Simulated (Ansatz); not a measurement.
# CH6O2Si, SMILES OC[SiH2]O: harmonic frequencies at the relaxed geometry

Program: the Python package of Ansatz (0.2.0).

`freq_ch6o2si.py`:
```python
'''Harmonic frequencies of CH6O2Si at its relaxed geometry.'''

import ansatz as az
import numpy as np

SETTINGS = {
    'basis': 'cc-pVDZ',
    'functional': 'PBE',
    'dispersion': 'd3bj',
}


def main() -> None:
    geometry_ang = [
        ('O', [-1.4892, 1.1953, 0.3324]),
        ('C', [-0.2978, 0.693, 0.786]),
        ('Si', [0.3035, -0.8786, -0.042]),
        ('O', [0.5005, -0.7103, -1.687]),
        ('H', [-1.5024, 1.2459, -0.6714]),
        ('H', [-0.4046, 0.5381, 1.8605]),
        ('H', [0.4867, 1.4826, 0.6677]),
        ('H', [1.7437, -1.1656, 0.4454]),
        ('H', [-0.5469, -2.0089, 0.3226]),
        ('H', [1.2896, -0.4427, -2.0113]),
    ]
    geometry = az.Crystal.molecule()
    for symbol, xyz in geometry_ang:
        geometry = geometry.atom(symbol, xyz)

    base = (
        geometry.calculation()
        .basis(gaussian=SETTINGS['basis'])
        .functional(SETTINGS['functional'], dispersion=SETTINGS['dispersion'])
    )
    symbols = [site.symbol for site in geometry.cartesian_sites]
    start = np.array([site.position_ang for site in geometry.cartesian_sites], dtype=float)
    report = base.relax(force_tolerance=0.003).run(threads=1).report
    end = np.array(report['positions_ang'])

    print('bond        before    after (A)')
    for i, j in [(0, 1), (0, 4), (1, 2), (1, 5), (1, 6), (2, 3), (2, 7), (2, 8), (3, 9)]:
        d0, d1 = (np.linalg.norm(xyz[i] - xyz[j]) for xyz in (start, end))
        print(f'{symbols[i]}{i}-{symbols[j]}{j}'.ljust(10), f'{d0:8.4f} {d1:8.4f}')
    for i, j, k in [(1, 0, 4), (0, 1, 2), (0, 1, 5), (0, 1, 6), (2, 1, 5), (2, 1, 6), (5, 1, 6), (1, 2, 3)]:
        u, v = end[i] - end[j], end[k] - end[j]
        print(f'angle {symbols[i]}{i}-{symbols[j]}{j}-{symbols[k]}{k}: {np.degrees(np.arccos(np.clip(u @ v / np.linalg.norm(u) / np.linalg.norm(v), -1, 1))):.2f} deg')

    # frequencies need a stationary point, so they are taken at the relaxed geometry
    minimum = az.Crystal.molecule()
    for symbol, xyz in zip(symbols, end):
        minimum = minimum.atom(symbol, xyz.tolist())
    vibrating = minimum.calculation()
    vibrating = vibrating.basis(gaussian=SETTINGS['basis']).functional(SETTINGS['functional'], dispersion=SETTINGS['dispersion'])
    vibrating = vibrating.phonons(temperatures=(100, 500, 100))
    vib = vibrating.run(threads=1).report['vibrations']
    sums = vib['harmonic_sums']
    modes = [m['omega_inv_cm'] for m in sums['modes_at_gamma'] if m['rigid_motion'] == 'no']
    print('frequencies (1/cm):', ' '.join(f'{w:.0f}' for w in modes))
    print('imaginary modes:', sum(w < 0 for w in modes), ' zero-point energy:', round(sums['zero_point_energy_ev'], 4), 'eV')
    print('T (K)   F_vib (eV)   S_vib (meV/K)   C_vib (meV/K)')
    for row in zip(sums['temperatures_k'], sums['vibrational_free_energy_ev'], vib['entropy_ev_per_k'], vib['heat_capacity_ev_per_k']):
        print(f'{row[0]:6.1f} {row[1]:11.4f} {1000 * row[2]:13.4f} {1000 * row[3]:15.4f}')


if __name__ == '__main__':
    main()
```

Running `python freq_ch6o2si.py` prints:
```text
bond        before    after (A)
O0-C1        1.3702   1.4341
O0-H4        1.0052   0.9838
C1-Si2       1.8754   1.9069
C1-H5        1.0908   1.1107
C1-H6        1.1193   1.1204
Si2-O3       1.6653   1.7248
Si2-H7       1.5473   1.5148
Si2-H8       1.4607   1.5035
O3-H9        0.8941   0.9758
angle C1-O0-H4: 104.95 deg
angle O0-C1-Si2: 106.38 deg
angle O0-C1-H5: 107.93 deg
angle O0-C1-H6: 112.60 deg
angle Si2-C1-H5: 112.00 deg
angle Si2-C1-H6: 111.39 deg
angle H5-C1-H6: 106.56 deg
angle C1-Si2-O3: 103.19 deg
frequencies (1/cm): 111 171 203 321 519 541 627 675 764 794 867 886 914 1016 1128 1209 1372 1409 2117 2177 2875 3006 3550 3716
imaginary modes: 0  zero-point energy: 1.9197 eV
T (K)   F_vib (eV)   S_vib (meV/K)   C_vib (meV/K)
 100.0      1.9164        0.1073          0.1930
 200.0      1.8957        0.3101          0.4248
 300.0      1.8537        0.5303          0.6756
 400.0      1.7894        0.7553          0.8914
 500.0      1.7029        0.9732          1.0614
```

The frequencies are harmonic and unscaled, in a modest basis. The result belongs to the one conformer reached from this start, and soft torsions count as harmonic oscillators. The whole script took 2.3 min on 1 thread of Arm Neoverse V2 (shared host), peak memory 0.2 GiB.

(Lines on the test bed's own set-up are left out of the output.)
